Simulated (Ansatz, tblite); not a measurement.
**The cluster Si₃S₄−: one state, many levels**

Aim: run the doublet of the cluster Si₃S₄− at one geometry on many levels, and compare frontier levels, spin and run time.

Program: Ansatz 0.2.0, Gaussian basis. Level of theory: as each input shows. These are calculated values, not measurements.

The runs, in order: GFN1-xTB, GFN2-xTB, PBE-D4/def2-TZVPD, r2SCAN-D4/def2-TZVPD, HF/def2-TZVPD, B3LYP-D4/def2-TZVPD, LDA/def2-TZVPD, HF/STO-3G, MP2/def2-TZVPD, RPA/def2-TZVPD.

2 further runs of the same task are left out: 2 set aside as unsound or not needed.

## 1. The structure

The geometry is that of the doublet, from an earlier relaxation (PBE-D4/def2-SVPD). At that level it is the lowest of the isomers that a small search found.

7 atoms, charge -1, spin multiplicity 2.

Bond lengths: Si1–S4 2.213 Å, Si1–S5 2.310 Å, Si1–S6 2.213 Å, Si1–S7 2.010 Å, Si2–Si3 2.584 Å, Si2–S4 2.213 Å, Si2–S5 2.361 Å, Si3–S5 2.364 Å, Si3–S6 2.213 Å. Angles: S4–Si1–S5 92.6°, S4–Si1–S6 105.4°, S4–Si1–S7 119.9°, S5–Si1–S6 92.6°, S5–Si1–S7 120.2°, S6–Si1–S7 120.0°, Si3–Si2–S4 102.2°, Si3–Si2–S5 56.9°, S4–Si2–S5 91.2°, Si2–Si3–S5 56.8°, Si2–Si3–S6 102.2°, S5–Si3–S6 91.2°, Si1–S4–Si2 87.5°, Si1–S5–Si2 81.8°, Si1–S5–Si3 81.8°, Si2–S5–Si3 66.3°, Si1–S6–Si3 87.5°.

As a file:

```
Si    0.0372    0.8622    0.5021
Si    0.8958   -1.9974   -0.1664
Si   -1.0828   -1.0984   -1.5642
S     0.6874   -0.8647    1.7228
S     1.0024    0.0042   -1.4135
S    -2.0065    0.3624   -0.1829
S     0.4665    2.7316    1.1021
```

The ion is computed in the gas phase, without counter-ions or solvent.

PBE0-D4/def2-TZVPD was run before; its log isn't repeated, and its numbers join the tables.

## 2. GFN1-xTB

Tight binding, by tblite at 300 K electronic temperature and without a spin-polarisation term:

```python
tblite.interface.Calculator('GFN1-xTB', numbers, positions, charge=-1, uhf=1).singlepoint()
```

Energy -563.8330 eV; 0.01 s.

## 3. GFN2-xTB

Tight binding, by tblite at 300 K electronic temperature and without a spin-polarisation term:

```python
tblite.interface.Calculator('GFN2-xTB', numbers, positions, charge=-1, uhf=1).singlepoint()
```

Energy -503.7775 eV; 0.015 s.

## 4. PBE-D4/def2-TZVPD

start.molden holds the orbitals of an earlier run on this state, given as this run's starting guess.

File in.yaml:

```yaml
crystal:
  periodic: [false, false, false]
  atoms:
    - {symbol: Si, position_ang: [0.037165, 0.862229, 0.502102]}
    - {symbol: Si, position_ang: [0.895765, -1.997393, -0.166397]}
    - {symbol: Si, position_ang: [-1.082769, -1.098391, -1.564201]}
    - {symbol: S, position_ang: [0.687437, -0.864714, 1.722763]}
    - {symbol: S, position_ang: [1.002387, 0.004238, -1.413544]}
    - {symbol: S, position_ang: [-2.006491, 0.362442, -0.182868]}
    - {symbol: S, position_ang: [0.466505, 2.731589, 1.102146]}
basis:
  gaussian: {orbitals: def2-TZVPD, initial_orbitals: start.molden}
total_charge: -1
magnetization: {spin_polarized: true, initial_magnetization: 1}
hamiltonian: {xc: pbe, dispersion: d4}
scf: {omitted_lower_state_checks: [starts]}
output: {forces: true, orbitals: {seedname: orbitals}}
```

The run is started by

```bash
$ ansatz run in.yaml --threads 4 --pin off --events-out ev --progress --plain --max-ram 4787MiB
```

Log:

```text
Functional definition: PBE
  name "PBE"
  cite "Perdew, Burke & Ernzerhof, Phys. Rev. Lett. 77, 3865 (1996) doi:10.1103/PhysRevLett.77.3865"
  parent pbe
  parameter kappa = 0.804
  parameter beta = 0.06672455060314922
  exchange = pbe_x(kappa = kappa, mu = beta*pi^2/3)
  correlation = pbe_c(beta = beta)
these checks for a lower state are left out or cut short: starts
1997 factors; their error is unknown
mean field evaluation 1: about -66953.2837 eV, gradient 1.3e1 eV
mean field evaluation 2: about -66953.4868 eV, gradient 3.3e-1 eV
mean field evaluation 4: about -66953.4714 eV, gradient 4.0e-2 eV
mean field evaluation 8: about -66953.4714 eV, gradient 2.5e-5 eV
mean field -66953.47144064 eV, -2460.4946927504 hartree, gradient 2.5e-5 eV, S^2 0.756898; 0 other end points of the search recorded, 0 dependent functions left out
the calculation of the forces begins
reference -66953.47150018 eV, -2460.4946949387 hartree; 54, 53 occupied and 259, 260 virtual orbitals, 1997 factors
Total energy: -66954.14406592 eV, -2460.5194112738 hartree
Atom 0 at     0.037165     0.862229     0.502102 Å, force    -0.000289    -0.100623    -0.056769 eV/Å
Atom 1 at     0.895765    -1.997393    -0.166397 Å, force    -0.088227     0.390986     0.082191 eV/Å
Atom 2 at    -1.082769    -1.098391    -1.564201 Å, force     0.166030     0.285856     0.254623 eV/Å
Atom 3 at     0.687437    -0.864714     1.722763 Å, force    -0.020167     0.027653    -0.266931 eV/Å
Atom 4 at     1.002387     0.004238    -1.413544 Å, force    -0.223572    -0.183342     0.184976 eV/Å
Atom 5 at    -2.006491     0.362442    -0.182868 Å, force     0.239871    -0.088898    -0.083203 eV/Å
Atom 6 at     0.466505     2.731589     1.102146 Å, force    -0.073646    -0.331633    -0.114887 eV/Å
Dipole moment:    -0.039507    -0.644956    -0.361238 e Å
Checks for a lower state left out: starts
```

Wall time 5.5 s (4 threads of Intel Xeon 6975P-C, shared host); peak memory 0.9 GiB.

From the report: HOMO -1.29 eV, LUMO -0.63 eV (over both spins); ⟨S²⟩ 0.757 (pure: 0.75).

## 5. r2SCAN-D4/def2-TZVPD

in.yaml: that of step 4 with these lines changed.

```diff
@@ -14,4 +14,4 @@
 magnetization: {spin_polarized: true, initial_magnetization: 1}
-hamiltonian: {xc: pbe, dispersion: d4}
+hamiltonian: {xc: r2scan, dispersion: d4}
 scf: {omitted_lower_state_checks: [starts]}
-output: {forces: true, orbitals: {seedname: orbitals}}
+output: {orbitals: {seedname: orbitals}}
```

Same command.

Log:

```text
Functional definition: r2SCAN
  name "r2SCAN"
  cite "Furness, Kaplan, Ning, Perdew & Sun, J. Phys. Chem. Lett. 11, 8208 (2020) doi:10.1021/acs.jpclett.0c02405"
  cite "Furness, Kaplan, Ning, Perdew & Sun, J. Phys. Chem. Lett. 11, 9248 (2020) doi:10.1021/acs.jpclett.0c03077"
  parent r2scan
  parameter k0 = 0.174
  parameter k1 = 0.065
  parameter a1 = 4.9479
  exchange = r2scan_x(k0 = k0, k1 = k1, a1 = a1)
  correlation = r2scan_c
these checks for a lower state are left out or cut short: starts
1997 factors; their error is unknown
mean field evaluation 1: about -66978.6164 eV, gradient 9.0e0 eV
mean field evaluation 2: about -66978.6865 eV, gradient 1.5e-1 eV
mean field evaluation 4: about -66978.6525 eV, gradient 1.5e-3 eV
mean field -66978.65248748 eV, -2461.4200791537 hartree, gradient 2.3e-5 eV, S^2 0.768403; 0 other end points of the search recorded, 0 dependent functions left out
reference -66978.65253239 eV, -2461.4200808041 hartree; 54, 53 occupied and 259, 260 virtual orbitals, 1997 factors
Total energy: -66978.79745634 eV, -2461.4254066610 hartree
Checks for a lower state left out: starts
```

Run time: 11 s. Hardware: 4 threads of Intel Xeon 6975P-C, shared host; peak memory 1 GiB.

Report: HOMO -1.57 eV, LUMO -0.50 eV (over both spins); ⟨S²⟩ 0.768 (pure: 0.75).

## 6. HF/def2-TZVPD

in.yaml: that of step 5 with these lines changed.

```diff
@@ -14,3 +14,3 @@
 magnetization: {spin_polarized: true, initial_magnetization: 1}
-hamiltonian: {xc: r2scan, dispersion: d4}
+hamiltonian: {xc: hf}
 scf: {omitted_lower_state_checks: [starts]}
```

The command is unchanged.

Log:

```text
Functional definition: HF
  name "HF"
  cite "Fock, Z. Phys. 61, 126 (1930) doi:10.1007/BF01340294"
  parent pbe
  exchange = exact_x
  correlation = 0
these checks for a lower state are left out or cut short: starts
2518 factors; their error is unknown
the host lacks memory for fits, so the integrals are decomposed
1910 factors; integrals over basis functions are off by at most 8.8e-4 eV
mean field evaluation 1: about -66862.7443 eV, gradient 3.6e1 eV
mean field evaluation 2: about -66864.2148 eV, gradient 2.0e0 eV
mean field evaluation 4: about -66864.3488 eV, gradient 3.1e-1 eV
mean field evaluation 8: about -66864.3499 eV, gradient 3.6e-5 eV
mean field -66864.34986028 eV, -2457.2195350811 hartree, gradient 3.6e-5 eV, S^2 0.858965; 0 other end points of the search recorded, 0 dependent functions left out
reference -66864.34986028 eV, -2457.2195350811 hartree; 54, 53 occupied and 259, 260 virtual orbitals, 1910 factors
Total energy: -66864.34986028 eV, -2457.2195350811 hartree
Checks for a lower state left out: starts
```

Run time: 11 s. Hardware: 4 threads of Intel Xeon 6975P-C, shared host; peak memory 1.5 GiB.

Report: HOMO -4.68 eV, LUMO 3.11 eV (over both spins); ⟨S²⟩ 0.859 (pure: 0.75).

## 7. B3LYP-D4/def2-TZVPD

in.yaml: that of step 6 with these lines changed.

```diff
@@ -14,3 +14,3 @@
 magnetization: {spin_polarized: true, initial_magnetization: 1}
-hamiltonian: {xc: hf}
+hamiltonian: {xc: {name: B3LYP}, dispersion: d4}
 scf: {omitted_lower_state_checks: [starts]}
```

Same command.

Log, cut to the lines that bear on the results:

```text
Functional definition: B3LYP
  name "B3LYP"
  cite "Stephens, Devlin, Chabalowski & Frisch, J. Phys. Chem. 98, 11623 (1994) doi:10.1021/j100096a001"
  cite "Becke, Phys. Rev. A 38, 3098 (1988) doi:10.1103/PhysRevA.38.3098"
  cite "Lee, Yang & Parr, Phys. Rev. B 37, 785 (1988) doi:10.1103/PhysRevB.37.785"
  cite "Vosko, Wilk & Nusair, Can. J. Phys. 58, 1200 (1980) doi:10.1139/p80-159"
[...]
2051 factors; their error is unknown
the host lacks memory for fits, so the integrals are decomposed
1910 factors; integrals over basis functions are off by at most 8.8e-4 eV
[...]
mean field -66986.13071267 eV, -2461.6948988604 hartree, gradient 4.2e-5 eV, S^2 0.760351; 0 other end points of the search recorded, 0 dependent functions left out
reference -66986.13098762 eV, -2461.6949089648 hartree; 54, 53 occupied and 259, 260 virtual orbitals, 1910 factors
Total energy: -66987.25236871 eV, -2461.7361189597 hartree
Checks for a lower state left out: starts
```

Wall time 11 s (4 threads of Intel Xeon 6975P-C, shared host); peak memory 1.7 GiB.

Report: HOMO -2.00 eV, LUMO -0.16 eV (over both spins); ⟨S²⟩ 0.760 (pure: 0.75).

## 8. LDA/def2-TZVPD

in.yaml: that of step 7 with these lines changed.

```diff
@@ -14,3 +14,3 @@
 magnetization: {spin_polarized: true, initial_magnetization: 1}
-hamiltonian: {xc: {name: B3LYP}, dispersion: d4}
+hamiltonian: {xc: lda}
 scf: {omitted_lower_state_checks: [starts]}
```

Launched as before.

Log:

```text
Functional definition: SPW92
  name "SPW92"
  cite "Dirac, Proc. Camb. Phil. Soc. 26, 376 (1930) doi:10.1017/S0305004100016108"
  cite "Slater, Phys. Rev. 81, 385 (1951) doi:10.1103/PhysRev.81.385"
  cite "Perdew & Wang, Phys. Rev. B 45, 13244 (1992) doi:10.1103/PhysRevB.45.13244"
  exchange = slater_x
  correlation = pw_c
these checks for a lower state are left out or cut short: starts
1997 factors; their error is unknown
mean field evaluation 1: about -66741.3150 eV, gradient 2.6e1 eV
mean field evaluation 2: about -66741.9518 eV, gradient 9.1e-1 eV
mean field evaluation 4: about -66741.9518 eV, gradient 5.6e-2 eV
mean field evaluation 8: about -66741.9519 eV, gradient 2.1e-5 eV
mean field -66741.95187689 eV, -2452.7214921561 hartree, gradient 2.1e-5 eV, S^2 0.752230; 0 other end points of the search recorded, 0 dependent functions left out
reference -66741.95193481 eV, -2452.7214942844 hartree; 54, 53 occupied and 259, 260 virtual orbitals, 1997 factors
Total energy: -66741.95193481 eV, -2452.7214942844 hartree
Checks for a lower state left out: starts
```

Run time: 3.1 s. Hardware: 4 threads of Intel Xeon 6975P-C, shared host; peak memory 0.88 GiB.

Report: HOMO -1.32 eV, LUMO -0.89 eV (over both spins); ⟨S²⟩ 0.752 (pure: 0.75).

## 9. HF/STO-3G

in.yaml: that of step 8 with these lines changed.

```diff
@@ -11,6 +11,6 @@
 basis:
-  gaussian: {orbitals: def2-TZVPD, initial_orbitals: start.molden}
+  gaussian: {orbitals: STO-3G}
 total_charge: -1
 magnetization: {spin_polarized: true, initial_magnetization: 1}
-hamiltonian: {xc: lda}
+hamiltonian: {xc: hf}
 scf: {omitted_lower_state_checks: [starts]}
```

The command is unchanged.

Log:

```text
Functional definition: HF
  name "HF"
  cite "Fock, Z. Phys. 61, 126 (1930) doi:10.1007/BF01340294"
  parent pbe
  exchange = exact_x
  correlation = 0
these checks for a lower state are left out or cut short: starts
693 factors; integrals over basis functions are off by at most 2.4e-5 eV
mean field evaluation 1: about -66103.1757 eV, gradient 2.5e1 eV
mean field evaluation 2: about -66103.2742 eV, gradient 2.5e1 eV
mean field evaluation 4: about -66109.4501 eV, gradient 1.7e0 eV
mean field evaluation 8: about -66109.5532 eV, gradient 2.2e-1 eV
mean field -66109.55651504 eV, -2429.4813912611 hartree, gradient 2.3e-5 eV, S^2 0.807976; 0 other end points of the search recorded, 0 dependent functions left out
reference -66109.55651504 eV, -2429.4813912611 hartree; 54, 53 occupied and 9, 10 virtual orbitals, 693 factors
Total energy: -66109.55651504 eV, -2429.4813912611 hartree
Checks for a lower state left out: starts
```

It took 0.4 s on 4 threads of Intel Xeon 6975P-C, shared host.

HOMO 1.11 eV, LUMO 8.77 eV (over both spins); ⟨S²⟩ 0.808 (pure: 0.75). Doubts: highest occupied level lies above zero.

## 10. MP2/def2-TZVPD

in.yaml: that of step 9 with these lines changed.

```diff
@@ -11,6 +11,6 @@
 basis:
-  gaussian: {orbitals: STO-3G}
+  gaussian: {orbitals: def2-TZVPD, initial_orbitals: start.molden}
 total_charge: -1
 magnetization: {spin_polarized: true, initial_magnetization: 1}
-hamiltonian: {xc: hf}
+correlation: {method: mp2}
 scf: {omitted_lower_state_checks: [starts]}
```

The command is unchanged.

Log:

```text
Functional definition: HF
  name "HF"
  cite "Fock, Z. Phys. 61, 126 (1930) doi:10.1007/BF01340294"
  parent pbe
  exchange = exact_x
  correlation = 0
these checks for a lower state are left out or cut short: starts
1910 factors; integrals over basis functions are off by at most 8.8e-4 eV
mean field evaluation 1: about -66862.7443 eV, gradient 3.6e1 eV
mean field evaluation 2: about -66864.2148 eV, gradient 2.0e0 eV
mean field evaluation 4: about -66864.3488 eV, gradient 3.1e-1 eV
mean field evaluation 8: about -66864.3499 eV, gradient 3.2e-5 eV
mean field -66864.34986028 eV, -2457.2195350811 hartree, gradient 1.4e-6 eV, S^2 0.858965; 0 other end points of the search recorded, 0 dependent functions left out
35 core orbitals not correlated: weight in the atoms' cores, before any rotation towards them, 1.000 or more for the frozen orbitals, at most 0.000 for the correlated occupied ones
reference -66864.34986028 eV, -2457.2195350811 hartree; 19, 18 occupied and 259, 260 virtual orbitals, 1910 factors
second order -27.27209056 eV of doubles, -0.00000000 eV of singles
Total energy: -66891.62195084 eV, -2458.2217659236 hartree
Checks for a lower state left out: starts
```

Run time: 12 s. Hardware: 4 threads of Intel Xeon 6975P-C, shared host; peak memory 1.5 GiB.

Report: Hartree-Fock HOMO -4.68 eV, LUMO 3.11 eV (over both spins); ⟨S²⟩ 0.859 (pure: 0.75).

## 11. RPA/def2-TZVPD

in.yaml: that of step 10 with these lines changed.

```diff
@@ -14,4 +14,4 @@
 magnetization: {spin_polarized: true, initial_magnetization: 1}
-correlation: {method: mp2}
+hamiltonian: {xc: pbe}
+correlation: {method: rpa}
 scf: {omitted_lower_state_checks: [starts]}
-output: {orbitals: {seedname: orbitals}}
```

Same command.

Log, cut to the lines that bear on the results:

```text
Functional definition: PBE
  name "PBE"
  cite "Perdew, Burke & Ernzerhof, Phys. Rev. Lett. 77, 3865 (1996) doi:10.1103/PhysRevLett.77.3865"
  parent pbe
[...]
1910 factors; integrals over basis functions are off by at most 8.8e-4 eV
[...]
mean field -66953.47141729 eV, -2460.4946918926 hartree, gradient 2.2e-6 eV, S^2 0.756898; 0 other end points of the search recorded, 0 dependent functions left out
35 core orbitals not correlated: weight in the atoms' cores, before any rotation towards them, 1.000 or more for the frozen orbitals, at most 0.000 for the correlated occupied ones
reference -66861.37592344 eV, -2457.1102449179 hartree; 19, 18 occupied and 259, 260 virtual orbitals, 1910 factors
Total energy: -66906.98389577 eV, -2458.7863069870 hartree
Checks for a lower state left out: starts
```

It took 9.5 s on 4 threads of Intel Xeon 6975P-C, shared host; peak memory 1.4 GiB.

Report: ⟨S²⟩ 0.757 (pure: 0.75).

## 12. Comparison

```
               level  functions  HOMO (eV)  LUMO (eV)  gap (eV)   ⟨S²⟩   time
           HF/STO-3G         63       1.11       8.77      7.65  0.808  0.4 s
       HF/def2-TZVPD        313      -4.68       3.11      7.79  0.859   11 s
      LDA/def2-TZVPD        313      -1.32      -0.89      0.44  0.752  3.1 s
   PBE-D4/def2-TZVPD        313      -1.29      -0.63      0.66  0.757  5.5 s
r2SCAN-D4/def2-TZVPD        313      -1.57      -0.50      1.07  0.768   11 s
 B3LYP-D4/def2-TZVPD        313      -2.00      -0.16      1.84  0.760   11 s
  PBE0-D4/def2-TZVPD        313      -2.27       0.01      2.28  0.766   11 s
```

The pieces so far (eV):

```
     basis           HF  MP2 correlation              total
def2-TZVPD  -66864.3499         -27.2721  -66891.6220 (MP2)
```

## 13. Outcome

| quantity | value |
| --- | --- |
| gap in def2-TZVPD, named functionals and Hartree-Fock, smallest and largest | 0.44 eV (LDA), 7.79 eV (HF) |
| correlation energy, MP2/def2-TZVPD | -27.27 eV |
| ⟨S²⟩ in def2-TZVPD, named functionals and Hartree-Fock, smallest and largest | 0.752, 0.859 |

Over the named functionals and Hartree-Fock in def2-TZVPD the gap runs from 0.44 eV (LDA) to 7.79 eV (HF); exact exchange widens it. Over the named functionals and Hartree-Fock in def2-TZVPD spin contamination reaches 0.11 (HF).

The slowest run with a step of its own, MP2/def2-TZVPD, took 12 s; the quickest functional in def2-TZVPD took 3.1 s (shared host).
